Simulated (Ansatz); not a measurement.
# Hf2PbO3: the cost of one run

Method: DFT PBE, scalar-relativistic, plane waves, PAW, in Ansatz 0.2.0.

1 further run of the same task is left out (it didn't finish).

## 1. The starting structure

The structure is hexagonal, space group P6mm (No. 183). Conventional cell: a = 5.300 Å, b = 5.300 Å, c = 3.723 Å, α = 90.00°, β = 90.00°, γ = 120.00°. Hf (site symmetry 3m) has 6 O at 2.40 to 2.42 Å as nearest neighbours. Around Pb (site symmetry 6mm) lie 6 Hf at 3.07 Å and 12 O at 3.09 to 3.40 Å. O (site symmetry 2mm) is surrounded by 4 Hf at 2.40 to 2.42 Å and 4 Pb at 3.09 to 3.40 Å.

As a file:

```xyz
6
Lattice="5.3000 0.0000 0.0000 -2.6500 4.5899 0.0000 0.0000 0.0000 3.7226" Properties=species:S:1:pos:R:3 pbc="T T T"
Hf    2.6500    1.5300    3.5853
Hf    0.0000    3.0600    3.5853
Pb    0.0000    0.0000    3.3087
O     1.3250    2.2950    1.7106
O     2.6500    0.0000    1.7106
O    -1.3250    2.2950    1.7106
```

A structure generator made this guess: species swapped into a database cell of ErCo3Ge2 (P6mm, No. 183), with Pb on the Er sites, O on the Co sites and Hf on the Ge sites. Its size is a rough estimate.

## 2. Probe: one point on a coarse mesh

Input file input.yaml:

```yaml
crystal:
  lattice:
    - [5.30001588, 0.0, 0.0]
    - [-2.65000794, 4.5899484, 0.0]
    - [0.0, 0.0, 3.72256978]
  atoms:
    - { symbol: Hf, position: [0.66666667, 0.33333333, 0.96313798] }
    - { symbol: Hf, position: [0.33333333, 0.66666667, 0.96313798] }
    - { symbol: Pb, position: [0.0, 0.0, 0.88881302] }
    - { symbol: O, position: [0.5, 0.5, 0.45951599] }
    - { symbol: O, position: [0.5, 0.0, 0.45951599] }
    - { symbol: O, position: [0.0, 0.5, 0.45951599] }
basis:
  ecutwfc: 420
kpoints:
  mp_grid: { grid: [6, 6, 6] }
hamiltonian:
  xc: pbe
scf:
  occupations: { method: gaussian, width: 0.1 }
  lower_state_search: "off"
output:
  forces: true
  stress: true
  eigenvalues: true
```

Launch:

```bash
$ ansatz run input.yaml --threads 1 --pin off --max-ram 2560MiB --backend cpu --events-out ev --progress --plain --runs-dir out
```

Q: Estimate wall time and peak memory on 1 thread of Arm Neoverse V2, shared host.

About 11 s, with a peak of 0.38 GiB.
